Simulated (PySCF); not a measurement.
# CH5BOSi (SMILES O=CB[SiH3]): levels of theory compared

Wanted: a comparison of 6 runs (HF/STO-3G, HF/3-21G, HF/def2-SVP, BLYP/STO-3G, B3LYP/6-31G*, PBE/6-311G**) of CH5BOSi. Input form: a Python script.

The results are computed with PySCF 2.14.0.

1 further run of the same task is left out (it didn't finish).

**1. Starting point**

CH5BOSi has 9 atoms, charge 0, and is taken as a singlet. SMILES: `O=CB[SiH3]`. The coordinates come from a PBE0-D4/def2-TZVP relaxation. This is one conformer, not always the lowest.

Bond lengths: O1–C2 1.223 Å, C2–B3 1.533 Å, B3–Si4 2.010 Å, C2–H5 1.103 Å, B3–H6 1.195 Å, Si4–H7 1.493 Å, Si4–H8 1.487 Å, Si4–H9 1.487 Å. Some angles: O1–C2–B3 97.6°, C2–B3–Si4 121.3°, O1–C2–H5 122.1°, B3–C2–H5 140.3°, C2–B3–H6 116.4°, Si4–B3–H6 121.8°, B3–Si4–H7 107.1°, B3–Si4–H8 112.8°, B3–Si4–H9 111.7°, H7–Si4–H8 108.2°.

**2. Energy and gradient at HF/STO-3G (run 1)**

run.py

```python
import pyscf.grad
from pyscf import gto, scf

mol = gto.M(
    atom='''
O      1.060000     1.660600    -0.887400
C      0.382900     0.824100    -1.467700
B     -0.549900     0.473800    -0.302100
Si    -0.033900    -0.897000     1.073900
H      0.558700     0.558900    -2.523900
H     -1.528900     1.149300    -0.182900
H     -1.009100    -2.021200     0.959700
H      1.333000    -1.442600     0.858300
H     -0.124400    -0.352200     2.455000
''',
    verbose=3,
    basis='sto-3g',
    max_memory=1860,
    spin=0,
)

hf = scf.RHF(mol)
hf.conv_tol = 1e-10
hf.kernel()
if not hf.converged:
    hf = hf.newton().run(hf.mo_coeff, hf.mo_occ)

etot = hf.e_tot
print(f'total energy: {etot:.8f} hartree')
grad = hf.Gradients().kernel()
hf.analyze()
```

Started as:

```bash
$ OMP_NUM_THREADS=1 python run.py
```

The program printed:

```text
converged SCF energy = -424.054496996604
total energy: -424.05449700 hartree
--------------- RHF gradients ---------------
         x                y                z
0 O    -0.0211839804    -0.0245085150    -0.0117027824
1 C     0.0054515453     0.0127908291     0.0199448920
2 B     0.0221641063     0.0083658039    -0.0177838229
3 Si     0.0029686007     0.0147106604    -0.0121596445
4 H     0.0038520465     0.0025551800    -0.0012442942
5 H    -0.0175302911     0.0121682035     0.0002257326
6 H    -0.0235737282    -0.0253171877    -0.0033799689
7 H     0.0306684148    -0.0128517245    -0.0047961627
8 H    -0.0028167140     0.0120867503     0.0308960510
----------------------------------------------
**** MO energy ****
MO #1   energy= -67.9600203433835  occ= 2
MO #2   energy= -20.2924936835923  occ= 2
MO #3   energy= -11.1028392650861  occ= 2
MO #4   energy= -7.40505695978992  occ= 2
MO #5   energy= -5.94396413682589  occ= 2
MO #6   energy= -3.9692730368708   occ= 2
MO #7   energy= -3.96926022070892  occ= 2
MO #8   energy= -3.96905783893294  occ= 2
MO #9   energy= -1.34618816289959  occ= 2
MO #10  energy= -0.793887346004834 occ= 2
MO #11  energy= -0.707119293350786 occ= 2
MO #12  energy= -0.65166011292128  occ= 2
MO #13  energy= -0.549474036368625 occ= 2
MO #14  energy= -0.509879516349726 occ= 2
MO #15  energy= -0.456415640908153 occ= 2
MO #16  energy= -0.417673789890348 occ= 2
MO #17  energy= -0.413086598695072 occ= 2
MO #18  energy= -0.345440759141019 occ= 2
MO #19  energy= -0.3154159755864   occ= 2
MO #20  energy= 0.24505626518388   occ= 0
MO #21  energy= 0.273899836687728  occ= 0
MO #22  energy= 0.507637417693227  occ= 0
MO #23  energy= 0.523142318694207  occ= 0
MO #24  energy= 0.554123343410149  occ= 0
MO #25  energy= 0.577157220542889  occ= 0
MO #26  energy= 0.636357277969469  occ= 0
MO #27  energy= 0.773346400550757  occ= 0
MO #28  energy= 0.795019585992417  occ= 0
MO #29  energy= 0.985497469088792  occ= 0
 ** Mulliken atomic charges  **
charge of    0O =     -0.15296
charge of    1C =      0.06833
charge of    2B =      0.02873
charge of    3Si =      0.50404
charge of    4H =      0.02487
charge of    5H =     -0.05213
charge of    6H =     -0.14084
charge of    7H =     -0.14227
charge of    8H =     -0.13778
Dipole moment(X, Y, Z, Debye): -0.62426, -0.81923, -0.85094
```

It took 3.9 s on 1 thread of Intel Xeon at 2.50GHz (Skylake/Cascade Lake), shared host; peak memory 0.12 GiB.

**3. Energy and forces at HF/3-21G (run 2)**

mol.xyz

```xyz
9
CH5BOSi
O      1.060000     1.660600    -0.887400
C      0.382900     0.824100    -1.467700
B     -0.549900     0.473800    -0.302100
Si    -0.033900    -0.897000     1.073900
H      0.558700     0.558900    -2.523900
H     -1.528900     1.149300    -0.182900
H     -1.009100    -2.021200     0.959700
H      1.333000    -1.442600     0.858300
H     -0.124400    -0.352200     2.455000
```

run.py

```python
from pyscf import gto

system = gto.Mole()
system.atom = 'mol.xyz'
system.basis = '3-21g'
system.max_memory = 1860
system.charge = 0
system.spin = 0
system.verbose = 4
system.build()

hf = system.RHF()
hf.conv_tol = 1e-10
hf.kernel()
if not hf.converged:
    hf = hf.newton().run(hf.mo_coeff, hf.mo_occ)

e_final = hf.e_tot
print(f'total energy: {e_final:.8f} hartree')
grad = hf.nuc_grad_method().kernel()
dip = hf.dip_moment()
pop, q = hf.mulliken_pop()
```

Started as:

```bash
$ OMP_NUM_THREADS=1 python run.py
```

The program printed:

```text
PySCF version 2.14.0

[... 69 lines left out ...]
converged SCF energy = -426.861412523845
total energy: -426.86141252 hartree
[... 11 lines left out ...]
Dipole moment(X, Y, Z, Debye): -1.26955, -1.38259, -1.69241
[... 21 lines left out ...]
pop of  2 B 3s            0.70560
pop of  2 B 2px           0.39743
pop of  2 B 2py           0.31825
pop of  2 B 2pz           0.48061
pop of  2 B 3px           0.20599
pop of  2 B 3py           0.30043
pop of  2 B 3pz           0.20136
pop of  3 Si 1s           1.99864
pop of  3 Si 2s           1.97390
pop of  3 Si 3s           0.69525
pop of  3 Si 4s           0.49289
pop of  3 Si 2px          1.95745
pop of  3 Si 2py          1.95754
pop of  3 Si 2pz          1.95744
pop of  3 Si 3px          0.53116
pop of  3 Si 3py          0.54651
pop of  3 Si 3pz          0.55412
pop of  3 Si 4px          0.20033
pop of  3 Si 4py          0.15080
pop of  3 Si 4pz          0.15911
pop of  4 H 1s            0.47517
pop of  4 H 2s            0.31150
pop of  5 H 1s            0.45268
pop of  5 H 2s            0.53937
pop of  6 H 1s            0.42039
pop of  6 H 2s            0.75401
pop of  7 H 1s            0.42319
pop of  7 H 2s            0.74909
pop of  8 H 1s            0.42181
pop of  8 H 2s            0.74266
 ** Mulliken atomic charges  **
charge of    0O =     -0.53593
charge of    1C =      0.00867
charge of    2B =     -0.00775
charge of    3Si =      0.82487
charge of    4H =      0.21333
charge of    5H =      0.00796
charge of    6H =     -0.17440
charge of    7H =     -0.17228
charge of    8H =     -0.16447
```

Wall time 3.9 s (1 thread of Intel Xeon at 2.50GHz (Skylake/Cascade Lake), shared host); peak memory 0.12 GiB.

Run 3 isn't shown in full; the table further down has it.

**4. Energy and gradient at BLYP/STO-3G (run 4)**

calc.py

```python
import pyscf.grad
from pyscf import gto, dft

mol = gto.M(
    atom='''
O    1.060000   1.660600  -0.887400
C    0.382900   0.824100  -1.467700
B   -0.549900   0.473800  -0.302100
Si  -0.033900  -0.897000   1.073900
H    0.558700   0.558900  -2.523900
H   -1.528900   1.149300  -0.182900
H   -1.009100  -2.021200   0.959700
H    1.333000  -1.442600   0.858300
H   -0.124400  -0.352200   2.455000
''',
    max_memory=1860,
    spin=0,
    verbose=3,
    basis='sto-3g',
)

myscf = dft.RKS(mol, xc='blyp')
myscf.grids.level = 5
myscf.conv_tol = 1e-10
myscf.kernel()
if not myscf.converged:
    myscf = myscf.newton().run(myscf.mo_coeff, myscf.mo_occ)

e_tot = myscf.e_tot
print('E(%s) = %.9f' % ('BLYP', e_tot))
grad = myscf.Gradients().kernel()
dip = myscf.dip_moment()
pop, q = myscf.mulliken_pop()
```

Started as:

```bash
$ OMP_NUM_THREADS=1 python calc.py
```

The program printed:

```text
converged SCF energy = -425.326877680994
E(BLYP) = -425.326877681
--------------- RKS gradients ---------------
         x                y                z
0 O    -0.0642782952    -0.0882865741    -0.0730388873
1 C     0.0680557859     0.0836776122     0.0575021018
2 B     0.0005176277    -0.0002461949    -0.0140808474
3 Si     0.0034840747     0.0020746170    -0.0003963672
4 H    -0.0020112250     0.0083151304     0.0241400329
5 H    -0.0067705435     0.0037391022    -0.0010674822
6 H    -0.0105027310    -0.0103093362    -0.0023406826
7 H     0.0129573460    -0.0048840228    -0.0028458831
8 H    -0.0014523855     0.0059199242     0.0121288188
----------------------------------------------
Dipole moment(X, Y, Z, Debye):  0.12689, -0.27353, -0.95030
 ** Mulliken pop  **
pop of  0 O 1s            1.99793
pop of  0 O 2s            1.89978
pop of  0 O 2px           1.36229
pop of  0 O 2py           1.28100
pop of  0 O 2pz           1.58914
pop of  1 C 1s            1.99128
pop of  1 C 2s            1.22481
pop of  1 C 2px           0.92842
pop of  1 C 2py           0.83727
pop of  1 C 2pz           1.00797
pop of  2 B 1s            1.98640
pop of  2 B 2s            1.03823
pop of  2 B 2px           0.59803
pop of  2 B 2py           0.58339
pop of  2 B 2pz           0.77949
pop of  3 Si 1s           1.99953
pop of  3 Si 2s           1.98279
pop of  3 Si 3s           1.29226
pop of  3 Si 2px          1.95615
pop of  3 Si 2py          1.95681
pop of  3 Si 2pz          1.95647
pop of  3 Si 3px          0.78692
pop of  3 Si 3py          0.80571
pop of  3 Si 3pz          0.80516
pop of  4 H 1s            0.92892
pop of  5 H 1s            1.04407
pop of  6 H 1s            1.12429
pop of  7 H 1s            1.13057
pop of  8 H 1s            1.12493
 ** Mulliken atomic charges  **
charge of    0O =     -0.13014
charge of    1C =      0.01025
charge of    2B =      0.01446
charge of    3Si =      0.45820
charge of    4H =      0.07108
charge of    5H =     -0.04407
charge of    6H =     -0.12429
charge of    7H =     -0.13057
charge of    8H =     -0.12493
```

Wall time 24 s (1 thread of Intel Xeon at 2.50GHz (Skylake/Cascade Lake), shared host); peak memory 0.36 GiB.

Run 5 isn't shown in full; the table further down has it.

**5. Energy and gradient at PBE/6-311G(d,p) (run 6)**

input.py

```python
import pyscf.grad
from pyscf import gto, dft

mol = gto.M(
    atom='''
O      1.060000     1.660600    -0.887400
C      0.382900     0.824100    -1.467700
B     -0.549900     0.473800    -0.302100
Si    -0.033900    -0.897000     1.073900
H      0.558700     0.558900    -2.523900
H     -1.528900     1.149300    -0.182900
H     -1.009100    -2.021200     0.959700
H      1.333000    -1.442600     0.858300
H     -0.124400    -0.352200     2.455000
''',
    verbose=4,
    spin=0,
    basis='6-311g**',
    max_memory=1860,
)

calc0 = dft.RKS(mol, xc='pbe')
calc0.grids.level = 5
calc0.conv_tol = 1e-10
calc0.kernel()
if not calc0.converged:
    calc0 = calc0.newton().run(calc0.mo_coeff, calc0.mo_occ)

energy = calc0.e_tot
print('E(%s) = %.9f' % ('PBE', energy))
grad = calc0.Gradients().kernel()
calc0.analyze()
```

Started as:

```bash
$ OMP_NUM_THREADS=1 python input.py
```

The program printed:

```text
PySCF version 2.14.0

[... 104 lines left out ...]
DFT Exchange-Correlation Energy =      -40.465825622764328
[... 11 lines left out ...]
MO #10  energy= -0.574361865927403 occ= 2
[... 9 lines left out ...]
MO #20  energy= -0.0989582476010186 occ= 0
[... 9 lines left out ...]
MO #30  energy= 0.160103085467048  occ= 0
[... 9 lines left out ...]
MO #40  energy= 0.405701231874638  occ= 0
[... 9 lines left out ...]
MO #50  energy= 0.723297147561579  occ= 0
[... 9 lines left out ...]
MO #60  energy= 1.11166869668906   occ= 0
[... 9 lines left out ...]
MO #70  energy= 1.51274683704986   occ= 0
[... 9 lines left out ...]
MO #80  energy= 1.99455980022781   occ= 0
[... 9 lines left out ...]
MO #90  energy= 2.52695710722583   occ= 0
[... 9 lines left out ...]
MO #100 energy= 4.69550517430939   occ= 0
[... 9 lines left out ...]
MO #110 energy= 140.379556352043   occ= 0
[... 83 lines left out ...]
pop of  4 H 2s            0.00804
pop of  4 H 3s            0.00350
pop of  4 H 2px           0.00016
pop of  4 H 2py           0.00011
pop of  4 H 2pz           0.00100
pop of  5 H 1s            0.93897
pop of  5 H 2s            0.00511
pop of  5 H 3s            0.00121
pop of  5 H 2px           0.00079
pop of  5 H 2py           0.00046
pop of  5 H 2pz           0.00005
pop of  6 H 1s            1.05108
pop of  6 H 2s            0.00320
pop of  6 H 3s            0.00054
pop of  6 H 2px           0.00127
pop of  6 H 2py           0.00174
pop of  6 H 2pz           0.00002
pop of  7 H 1s            1.05989
pop of  7 H 2s            0.00318
pop of  7 H 3s            0.00041
pop of  7 H 2px           0.00258
pop of  7 H 2py           0.00042
pop of  7 H 2pz           0.00006
pop of  8 H 1s            1.04918
pop of  8 H 2s            0.00334
pop of  8 H 3s            0.00042
pop of  8 H 2px           0.00002
pop of  8 H 2py           0.00044
pop of  8 H 2pz           0.00261
 ** Mulliken atomic charges  **
charge of    0O =     -0.27592
charge of    1C =      0.19571
charge of    2B =     -0.17354
charge of    3Si =      0.27826
charge of    4H =      0.10248
charge of    5H =      0.05340
charge of    6H =     -0.05785
charge of    7H =     -0.06654
charge of    8H =     -0.05601
Dipole moment(X, Y, Z, Debye): -0.57700, -0.72127, -1.53851
```

It took 82 s on 1 thread of Intel Xeon at 2.50GHz (Skylake/Cascade Lake), shared host; peak memory 1.1 GiB.

**6. Overview of the runs**

```
run                               level  integration grid  Cartesian functions  energy (Eh)  dipole moment (D)  HOMO energy (eV)  LUMO energy (eV)  wall time
  1                           HF/STO-3G                 –                   no  -424.054497               1.34             -8.58              6.67      3.9 s
  2                            HF/3-21G                 –                   no  -426.861413               2.53            -11.10              2.16      3.9 s
  3                         HF/def2-SVP                 –                   no  -428.996382               2.59            -11.26              1.97       14 s
  4                         BLYP/STO-3G                 5                   no  -425.326878               1.00             -3.44              0.40       24 s
  5  B3LYP/6-31G* (Cartesian functions)                 5                  yes  -430.624576               1.94             -7.36             -1.61       49 s
  6                        PBE/6-311G**                 5                   no  -430.332176               1.79             -6.38             -2.69       82 s
```

**7. Summary of results**

| quantity | value |
| --- | --- |
| run 6: total energy | -430.33218 Eh |
| run 6: dipole moment | 1.79 D |
| run 6: HOMO energy | -6.38 eV |
| run 6: LUMO energy | -2.69 eV |
| run 6: HOMO–LUMO gap | 3.69 eV |
| run 6: largest force on an atom | 1.347 eV/Å |

**Reading.** The dipole moment (its size) runs from 1.00 D (BLYP/STO-3G) to 2.59 D (HF/def2-SVP). The two ends differ in method and basis. The HOMO–LUMO gap runs from 3.69 eV (PBE/6-311G**) to 15.25 eV (HF/STO-3G). Totals of different functionals can't be ranked against each other. In runs 1, 4 the basis is minimal, so the values are rough. All runs together took 3 min, the longest 82 s.
